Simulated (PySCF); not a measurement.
**C2H8OS2Si2: runs on many settings**

Aim: see how C2H8OS2Si2 (`[SiH3]O[SiH]1SCCS1`) answers to the choice of functional, basis, grid and SCF options.

Computed with PySCF 2.14.0, with density-fitted response routines of our own, on a single molecule in the gas phase. Atoms are numbered from 0 throughout.

### 1 The molecule as given

15 atoms, charge 0, multiplicity 1; geometry from: GFN2-xTB.

Bonds of the start (Å): Si0–O1 1.63, O1–Si2 1.60, Si2–S3 2.14, S3–C4 1.83, C4–C5 1.51, C5–S6 1.83, S6–Si2 2.14, Si0–H7 1.46, Si0–H8 1.46, Si0–H9 1.46, Si2–H10 1.45, C4–H11 1.09, C4–H12 1.09, C5–H13 1.09, C5–H14 1.09.

### 2 NMR shieldings: BLYP/def2-SVP

Job settings and geometry (Å):

```
{"job": {"kind": "nmr", "xc": "BLYP", "basis": "def2-SVP", "pop": true, "gauge": [0, 0, 50], "scf": {"max_cycle": 76}}, "charge": 0, "multiplicity": 1}
Si     3.270700    -0.575385    -0.119632
O      1.779654     0.071109    -0.283248
Si     0.415630     0.767224     0.171709
S     -0.942786     1.030274    -1.457511
C     -2.238207    -0.082582    -0.798187
C     -2.315943    -0.014730     0.709602
S     -0.723639    -0.492403     1.465603
H      3.313064    -1.246689     1.175424
H      3.373230    -1.484741    -1.253957
H      4.180736     0.563954    -0.183878
H      0.694975     2.046260     0.796347
H     -3.177579     0.241227    -1.245195
H     -2.010310    -1.095111    -1.132225
H     -2.561259     0.992650     1.046571
H     -3.062679    -0.713067     1.086665
```

Level: common gauge origin BLYP/def2-SVP NMR shielding, non-relativistic, gas phase.

The run is started by

```console
$ OMP_NUM_THREADS=1 python probes_run.py task.json out
```

The driver reads the jobs from task.json and runs them one after another.

Standard output:

```text
final grid: 123944 points
cycle   1  E = -1530.9214204615  dE =  7.702e-01  |g| = 9.338e-01  |ddm| = 4.158e+00
cycle   2  E = -1530.1139193230  dE =  8.075e-01  |g| = 2.166e+00  |ddm| = 3.097e+00
cycle   3  E = -1531.0808057044  dE = -9.669e-01  |g| = 2.406e-01  |ddm| = 2.534e+00
cycle   4  E = -1531.0930628191  dE = -1.226e-02  |g| = 1.245e-01  |ddm| = 5.072e-01
cycle   5  E = -1531.0970819569  dE = -4.019e-03  |g| = 4.742e-02  |ddm| = 2.152e-01
cycle   6  E = -1531.0977723125  dE = -6.904e-04  |g| = 1.163e-02  |ddm| = 8.491e-02
cycle   7  E = -1531.0978091448  dE = -3.683e-05  |g| = 3.563e-03  |ddm| = 1.820e-02
cycle   8  E = -1531.0978128023  dE = -3.657e-06  |g| = 7.526e-04  |ddm| = 5.293e-03
cycle   9  E = -1531.0978129581  dE = -1.558e-07  |g| = 1.671e-04  |ddm| = 1.319e-03
cycle  10  E = -1531.0978129665  dE = -8.423e-09  |g| = 3.287e-05  |ddm| = 3.009e-04
cycle  11  E = -1531.0978129666  dE = -1.346e-10  |g| = 2.777e-05  |ddm| = 8.231e-05
converged SCF energy = -1531.0978129666

GIAO shielding tensors (ppm)
atom      isotropic    diamagn.    paramagn.     s11        s22        s33       span
  0 Si     512.587     896.506    -383.919   -546.315    530.587   1553.487   2099.802
  1 O     -137.812    -511.286     373.473  -1088.163   -450.025   1124.750   2212.913
  2 Si     788.882    1812.330   -1023.448     84.679    968.390   1313.577   1228.898
  3 S      148.837   -1465.908    1614.745  -2186.743    822.211   1811.045   3997.788
  4 C     -160.809   -1044.714     883.906  -1725.474   -354.340   1597.389   3322.863
  5 C      436.583    1596.225   -1159.642  -1235.468    531.755   2013.461   3248.928
  6 S     1369.539    3775.639   -2406.100    -75.369    763.963   3420.022   3495.392
  7 H     2226.472    3480.218   -1253.747   -390.787   3275.168   3795.034   4185.821
  8 H    -1990.964   -3100.056    1109.091  -3632.321  -3038.021    697.449   4329.770
  9 H     -177.067    -269.915      92.848  -2257.529   -322.356   2048.684   4306.213
 10 H     1472.711    2337.718    -865.007  -1410.081   2164.495   3663.720   5073.801
 11 H     -797.776   -2224.328    1426.553  -2369.189  -1245.089   1220.951   3590.139
 12 H     -890.906   -2122.729    1231.823  -2401.922  -1422.234   1151.437   3553.359
 13 H      914.366    2140.905   -1226.540  -1073.283   1331.557   2484.822   3558.105
 14 H      649.295    1764.355   -1115.060  -1247.872    957.642   2238.116   3485.988
```

Wall time 36 s (1 thread of Arm Neoverse N1, shared host); peak memory 0.55 GiB.

A normal end doesn't make this result sound: a common gauge origin replaces GIAOs, so the shieldings depend on where the origin lies.

### 3 Nuclear shieldings: wB97X-D/ANO-RCC-VDZP

The job, as its differences from that of step 2:

```diff
@@ -1,2 +1,2 @@
-{"job": {"kind": "nmr", "xc": "BLYP", "basis": "def2-SVP", "pop": true, "gauge": [0, 0, 50], "scf": {"max_cycle": 76}}, "charge": 0, "multiplicity": 1}
+{"job": {"kind": "nmr", "xc": "wB97X-D", "basis": "ANO-RCC-VDZP", "pop": true, "scf": {"guess": "huckel"}}, "charge": 0, "multiplicity": 1}
 Si     3.270700    -0.575385    -0.119632
```

With the program's defaults for keys left out, this is: GIAO wB97X-D/ANO-RCC-VDZP NMR shielding, non-relativistic, gas phase.

Standard output:

```text
final grid: 123944 points
cycle   1  E = -1529.1180323516  dE = -7.017e-01  |g| = 2.798e+00  |ddm| = 5.793e+00
cycle   2  E = -1525.4713638419  dE =  3.647e+00  |g| = 3.584e+00  |ddm| = 6.364e+00
cycle   3  E = -1530.7874210245  dE = -5.316e+00  |g| = 7.480e-01  |ddm| = 5.585e+00
cycle   4  E = -1530.9586235146  dE = -1.712e-01  |g| = 2.289e-01  |ddm| = 1.028e+00
cycle   5  E = -1530.9733344295  dE = -1.471e-02  |g| = 6.615e-02  |ddm| = 3.389e-01
cycle   6  E = -1530.9747489578  dE = -1.415e-03  |g| = 1.512e-02  |ddm| = 1.064e-01
cycle   7  E = -1530.9748163604  dE = -6.740e-05  |g| = 4.974e-03  |ddm| = 2.448e-02
cycle   8  E = -1530.9748222115  dE = -5.851e-06  |g| = 2.320e-03  |ddm| = 6.460e-03
cycle   9  E = -1530.9748234583  dE = -1.247e-06  |g| = 6.293e-04  |ddm| = 3.467e-03
cycle  10  E = -1530.9748235978  dE = -1.395e-07  |g| = 1.222e-04  |ddm| = 1.178e-03
cycle  11  E = -1530.9748236068  dE = -9.007e-09  |g| = 3.109e-05  |ddm| = 4.002e-04
cycle  12  E = -1530.9748236076  dE = -8.217e-10  |g| = 1.227e-05  |ddm| = 1.194e-04
converged SCF energy = -1530.9748236076

GIAO shielding tensors (ppm)
atom      isotropic    diamagn.    paramagn.     s11        s22        s33       span
  0 Si     455.142     888.997    -433.855    421.029    423.354    521.041    100.012
  1 O      280.235     376.581     -96.345    245.933    292.731    302.043     56.110
  2 Si     403.356     890.790    -487.434    359.381    416.973    433.714     74.333
  3 S      633.827    1069.693    -435.866    514.899    633.226    753.355    238.456
  4 C      151.926     239.790     -87.864    124.856    159.203    171.719     46.863
  5 C      150.085     239.743     -89.659    115.475    158.928    175.852     60.377
  6 S      649.046    1070.807    -421.761    559.621    590.583    796.934    237.313
  7 H       26.727      30.509      -3.781     22.797     25.919     31.466      8.669
  8 H       26.682      30.152      -3.469     22.915     25.329     31.802      8.887
  9 H       26.675      29.144      -2.468     23.043     25.078     31.904      8.861
 10 H       25.661      30.962      -5.301     21.768     23.708     31.507      9.739
 11 H       29.015      28.447       0.568     22.506     27.339     37.200     14.694
 12 H       28.724      31.416      -2.692     23.534     26.762     35.876     12.342
 13 H       28.985      29.985      -0.999     23.427     27.143     36.385     12.957
 14 H       28.913      28.930      -0.017     22.018     27.276     37.445     15.427
```

It took 1.9 min on 1 thread of Arm Neoverse N1, shared host; peak memory 0.92 GiB.

Shifts follow as δ = σ(reference) − σ, with reference shieldings (ppm) from runs at the same level and on the same kind of geometry: 1H TMS 31.89, 13C TMS 190.6, 29Si TMS 394.5, 17O H2O 334.4. The references are single molecules in the gas phase, so shifts against H2O, NH3, PH3, H3PO4 or CFCl3 are not on the usual liquid scales and can be off by tens of ppm. Atoms listed in one row are averaged.

```csv
atoms,environment,σ (ppm),δ (ppm)
"C4, C5",sp3 CH2 bonded to S,151.0,39.6
H10,"hydrogen on a silicon bonded to O, 2 S, in a 5-membered ring",25.66,6.23
"H7, H8, H9",hydrogen on a silicon bonded to O,26.69,5.19
"H12, H14",hydrogen on an sp3 CH2 bonded to S,28.82,3.07
"H11, H13",hydrogen on an sp3 CH2 bonded to S,29.00,2.89
Si2,"silicon bonded to O, 2 S, H, in a 5-membered ring",403.4,-8.9
Si0,"silicon bonded to O, 3 H",455.1,-60.6
O1,oxygen bonded to 2 Si,280.2,54.2
"S3, S6","sulfur bonded to C, Si, in a 5-membered ring",641,–
```

Charges from the same density, by scheme (e):

```csv
atoms,Mulliken,IAO,Hirshfeld,ESP fit
Si0,0.59,0.93,0.37,0.34
O1,-0.54,-0.90,-0.30,-0.25
Si2,0.68,1.02,0.35,0.44
"S3, S6",-0.27,-0.21,-0.10,-0.22
"C4, C5",0.20,-0.32,-0.08,-0.31
```

Mayer bond orders: Si0–O1 1.07, O1–Si2 1.09, Si2–S3 1.14, S3–C4 1.01, C4–C5 0.99, C5–S6 1.01, S6–Si2 1.12.

Ring of atoms Si2, S3, C4, C5, S6: NICS(0) -8.0, NICS(1) -4.0, NICS(1)zz -0.8 ppm (means of both faces).

### 4 Shielding tensors: PBE0/6-31++G**

The job, as its differences from that of step 3:

```diff
@@ -1,2 +1,2 @@
-{"job": {"kind": "nmr", "xc": "wB97X-D", "basis": "ANO-RCC-VDZP", "pop": true, "scf": {"guess": "huckel"}}, "charge": 0, "multiplicity": 1}
+{"job": {"kind": "nmr", "xc": "PBE0", "basis": "6-31++G**", "pop": true, "grid": 4, "scf": {"damp": 0.2}}, "charge": 0, "multiplicity": 1}
 Si     3.270700    -0.575385    -0.119632
```

Level: GIAO PBE0/6-31++G** NMR shielding, non-relativistic, gas phase.

Standard output:

```text
damping 0.20 in the first 6 cycles
final grid: 326360 points
cycle   1  E = -1530.8838688453  dE =  8.740e-01  |g| = 7.236e-01  |ddm| = 4.745e+00
cycle   2  E = -1530.8658189283  dE =  1.805e-02  |g| = 7.992e-01  |ddm| = 2.053e+00
cycle   3  E = -1530.8513521621  dE =  1.447e-02  |g| = 8.588e-01  |ddm| = 1.927e+00
cycle   4  E = -1530.7839699234  dE =  6.738e-02  |g| = 1.023e+00  |ddm| = 2.083e+00
cycle   5  E = -1530.7565985967  dE =  2.737e-02  |g| = 1.106e+00  |ddm| = 2.339e+00
cycle   6  E = -1529.9858320627  dE =  7.708e-01  |g| = 2.147e+00  |ddm| = 4.399e+00
cycle   7  E = -1529.0340094656  dE =  9.518e-01  |g| = 2.994e+00  |ddm| = 6.703e+00
cycle   8  E = -1530.9711347565  dE = -1.937e+00  |g| = 2.935e-01  |ddm| = 4.848e+00
cycle   9  E = -1530.9756176479  dE = -4.483e-03  |g| = 2.097e-01  |ddm| = 1.253e+00
cycle  10  E = -1530.9896894879  dE = -1.407e-02  |g| = 3.335e-02  |ddm| = 7.543e-01
cycle  11  E = -1530.9899126512  dE = -2.232e-04  |g| = 1.370e-02  |ddm| = 7.651e-02
cycle  12  E = -1530.9899550788  dE = -4.243e-05  |g| = 2.863e-03  |ddm| = 3.797e-02
cycle  13  E = -1530.9899571178  dE = -2.039e-06  |g| = 5.546e-04  |ddm| = 1.756e-02
cycle  14  E = -1530.9899572010  dE = -8.315e-08  |g| = 9.280e-05  |ddm| = 2.341e-03
cycle  15  E = -1530.9899572035  dE = -2.487e-09  |g| = 2.659e-05  |ddm| = 2.930e-04
cycle  16  E = -1530.9899572037  dE = -1.819e-10  |g| = 6.331e-06  |ddm| = 1.107e-04
converged SCF energy = -1530.9899572037

GIAO shielding tensors (ppm)
atom      isotropic    diamagn.    paramagn.     s11        s22        s33       span
  0 Si     425.673     883.945    -458.273    395.337    399.241    482.440     87.103
  1 O      293.078     373.049     -79.970    246.342    313.370    319.523     73.182
  2 Si     388.055     878.557    -490.502    341.202    403.240    419.723     78.521
  3 S      612.921    1054.466    -441.545    485.851    629.037    723.873    238.022
  4 C      160.673     252.062     -91.389    133.336    168.039    180.645     47.309
  5 C      158.492     252.723     -94.231    122.502    167.841    185.132     62.630
  6 S      628.491    1054.635    -426.144    549.642    569.239    766.593    216.951
  7 H       26.642      29.636      -2.994     22.566     25.810     31.549      8.983
  8 H       26.636      29.328      -2.692     22.821     25.204     31.883      9.062
  9 H       26.584      29.289      -2.704     22.795     24.950     32.008      9.214
 10 H       25.548      30.952      -5.404     21.475     23.697     31.472      9.997
 11 H       28.844      30.189      -1.345     22.292     26.913     37.326     15.034
 12 H       28.702      30.802      -2.100     23.385     26.562     36.160     12.776
 13 H       28.923      31.540      -2.616     23.142     26.960     36.668     13.526
 14 H       28.697      29.904      -1.207     21.617     26.860     37.613     15.996
```

Wall time 2.4 min (1 thread of Arm Neoverse N1, shared host); peak memory 0.87 GiB.

In short: δ C4 38.9, Si2 19.8, Si0 -17.8, O1 45.0, H10 6.30, H7 5.23 ppm (means over like atoms).

### 5 Nuclear shieldings: KT3/pcseg-1

The job, as its differences from that of step 4:

```diff
@@ -1,2 +1,2 @@
-{"job": {"kind": "nmr", "xc": "PBE0", "basis": "6-31++G**", "pop": true, "grid": 4, "scf": {"damp": 0.2}}, "charge": 0, "multiplicity": 1}
+{"job": {"kind": "nmr", "xc": "KT3", "basis": "pcseg-1", "pop": false, "scf": {"conv": 1e-07}}, "charge": 0, "multiplicity": 1}
 Si     3.270700    -0.575385    -0.119632
```

Level: GIAO KT3/pcseg-1 NMR shielding, non-relativistic, gas phase.

Standard output:

```text
final grid: 123944 points
cycle   1  E = -1544.0405698451  dE =  7.949e-01  |g| = 8.504e-01  |ddm| = 4.300e+00
cycle   2  E = -1543.4398246931  dE =  6.007e-01  |g| = 1.880e+00  |ddm| = 2.874e+00
cycle   3  E = -1544.1807784924  dE = -7.410e-01  |g| = 1.916e-01  |ddm| = 2.282e+00
cycle   4  E = -1544.1894376690  dE = -8.659e-03  |g| = 9.527e-02  |ddm| = 4.390e-01
cycle   5  E = -1544.1920881811  dE = -2.651e-03  |g| = 3.083e-02  |ddm| = 1.802e-01
cycle   6  E = -1544.1923832310  dE = -2.950e-04  |g| = 9.552e-03  |ddm| = 6.139e-02
cycle   7  E = -1544.1924106831  dE = -2.745e-05  |g| = 2.194e-03  |ddm| = 1.536e-02
cycle   8  E = -1544.1924120169  dE = -1.334e-06  |g| = 6.216e-04  |ddm| = 3.650e-03
cycle   9  E = -1544.1924121236  dE = -1.067e-07  |g| = 1.475e-04  |ddm| = 1.065e-03
cycle  10  E = -1544.1924121305  dE = -6.949e-09  |g| = 2.973e-05  |ddm| = 2.898e-04
converged SCF energy = -1544.1924121305

GIAO shielding tensors (ppm)
atom      isotropic    diamagn.    paramagn.     s11        s22        s33       span
  0 Si     386.072     878.699    -492.627    350.372    351.801    456.042    105.670
  1 O      280.707     399.820    -119.114    228.884    303.707    309.529     80.646
  2 Si     315.231     878.006    -562.775    255.335    328.171    362.186    106.851
  3 S      568.980    1059.722    -490.742    427.535    592.943    686.462    258.928
  4 C      149.995     252.321    -102.326    120.085    159.028    170.873     50.788
  5 C      147.276     253.844    -106.568    108.110    159.004    174.713     66.603
  6 S      582.672    1060.773    -478.101    498.770    513.681    735.565    236.795
  7 H       26.731      29.318      -2.587     22.576     25.821     31.796      9.220
  8 H       26.660      28.938      -2.278     22.622     25.191     32.166      9.545
  9 H       26.636      27.976      -1.340     22.725     24.955     32.228      9.503
 10 H       25.727      29.288      -3.561     21.627     23.613     31.942     10.315
 11 H       28.818      29.552      -0.734     22.671     26.950     36.831     14.160
 12 H       28.793      32.260      -3.468     23.646     26.575     36.157     12.511
 13 H       29.028      31.110      -2.081     23.481     26.972     36.632     13.151
 14 H       28.692      30.285      -1.593     22.007     26.939     37.131     15.124
```

Wall time 42 s (1 thread of Arm Neoverse N1, shared host); peak memory 0.71 GiB.

Key values: δ C4 44.5, Si2 3.8, Si0 -67.0, O1 52.3, H10 6.20, H7 5.26 ppm (means over like atoms).

### 6 NMR shieldings: PBE0/pcSseg-1

The job, as its differences from that of step 5:

```diff
@@ -1,2 +1,2 @@
-{"job": {"kind": "nmr", "xc": "KT3", "basis": "pcseg-1", "pop": false, "scf": {"conv": 1e-07}}, "charge": 0, "multiplicity": 1}
+{"job": {"kind": "nmr", "xc": "PBE0", "basis": "pcSseg-1", "pop": false, "scf": {"conv": 1e-07}}, "charge": 0, "multiplicity": 1}
 Si     3.270700    -0.575385    -0.119632
```

Level: GIAO PBE0/pcSseg-1 NMR shielding, non-relativistic, gas phase.

Standard output:

```text
final grid: 123944 points
cycle   1  E = -1530.8691214339  dE =  8.646e-01  |g| = 7.699e-01  |ddm| = 3.721e+00
cycle   2  E = -1530.6886860878  dE =  1.804e-01  |g| = 1.246e+00  |ddm| = 1.620e+00
cycle   3  E = -1530.9749205698  dE = -2.862e-01  |g| = 1.085e-01  |ddm| = 1.124e+00
cycle   4  E = -1530.9773612268  dE = -2.441e-03  |g| = 4.188e-02  |ddm| = 1.728e-01
cycle   5  E = -1530.9777828977  dE = -4.217e-04  |g| = 8.357e-03  |ddm| = 5.987e-02
cycle   6  E = -1530.9778014567  dE = -1.856e-05  |g| = 3.028e-03  |ddm| = 1.519e-02
cycle   7  E = -1530.9778038610  dE = -2.404e-06  |g| = 7.688e-04  |ddm| = 4.068e-03
cycle   8  E = -1530.9778040007  dE = -1.396e-07  |g| = 2.342e-04  |ddm| = 9.005e-04
cycle   9  E = -1530.9778040145  dE = -1.386e-08  |g| = 5.435e-05  |ddm| = 2.986e-04
converged SCF energy = -1530.9778040145

GIAO shielding tensors (ppm)
atom      isotropic    diamagn.    paramagn.     s11        s22        s33       span
  0 Si     388.567     879.280    -490.713    355.178    358.683    451.839     96.662
  1 O      289.956     398.231    -108.275    229.209    318.390    322.269     93.060
  2 Si     338.009     878.668    -540.659    287.534    352.014    374.478     86.944
  3 S      583.406    1058.517    -475.111    449.269    600.832    700.118    250.849
  4 C      147.190     251.106    -103.916    119.708    154.765    167.098     47.391
  5 C      144.771     252.807    -108.037    108.111    154.159    172.042     63.931
  6 S      599.842    1059.451    -459.609    519.502    536.711    743.314    223.811
  7 H       26.601      28.963      -2.361     22.602     25.695     31.507      8.905
  8 H       26.520      28.648      -2.127     22.577     25.054     31.929      9.352
  9 H       26.494      27.784      -1.290     22.670     24.817     31.996      9.325
 10 H       25.573      28.723      -3.150     21.510     23.471     31.739     10.229
 11 H       28.793      29.403      -0.610     22.309     26.794     37.276     14.966
 12 H       28.743      31.289      -2.546     23.486     26.597     36.147     12.660
 13 H       28.993      30.623      -1.630     23.301     26.952     36.725     13.425
 14 H       28.675      29.951      -1.276     21.733     26.739     37.553     15.820
```

Wall time 45 s (1 thread of Arm Neoverse N1, shared host); peak memory 0.88 GiB.

Key values: δ C4 40.9, Si2 11.1, Si0 -39.4, O1 46.1, H10 6.14, H7 5.18 ppm (means over like atoms).

### 7 Side by side: NMR shifts

Shifts (ppm) of some atoms, chosen among heavy atoms and hydrogens apart, means over like atoms, with basis size and wall time:

```csv
run,C4,H10,H12,H11,Si2,Si0,O1,functions,time
wB97X-D/ANO-RCC-VDZP,39.6,6.23,3.07,2.89,-8.9,-60.6,54.2,154,1.9 min
PBE0/6-31++G**,38.9,6.30,3.15,2.97,19.8,-17.8,45.0,190,2.4 min
KT3/pcseg-1,44.5,6.20,3.19,3.01,3.8,-67.0,52.3,154,42 s
PBE0/pcSseg-1,40.9,6.14,3.01,2.82,11.1,-39.4,46.1,187,45 s
```

### 8 Results

| quantity | value |
| --- | --- |
| 13C shifts against TMS (wB97X-D/ANO-RCC-VDZP, means over atoms taken as alike) | 39.6 ppm |
| 1H shifts against TMS (wB97X-D/ANO-RCC-VDZP, means over atoms taken as alike) | 6.23, 5.19, 3.07, 2.89 ppm |
| 29Si shifts against TMS (wB97X-D/ANO-RCC-VDZP) | -8.9, -60.6 ppm |
| 17O shifts against H2O (wB97X-D/ANO-RCC-VDZP) | 54.2 ppm |
| shieldings of S (wB97X-D/ANO-RCC-VDZP, a mean where the table joins atoms) | S3 641.4 ppm |
| range of the shift of Si0 | -67.0 to -17.8 ppm |
| property runs in this session | 5, of which 0 failed and 1 gave unsound results |

Single values in the summary come from the first run of each kind that ended normally (wB97X-D/ANO-RCC-VDZP), which need not be the best level. At wB97X-D/ANO-RCC-VDZP: The largest span, 238 ppm, is at S3, S6, where the paramagnetic term is -429 ppm. Among the atoms with a shift in every run: Across the 4 runs the shift of Si0 moves most, between -67.0 (KT3/pcseg-1) and -17.8 ppm (PBE0/6-31++G**).
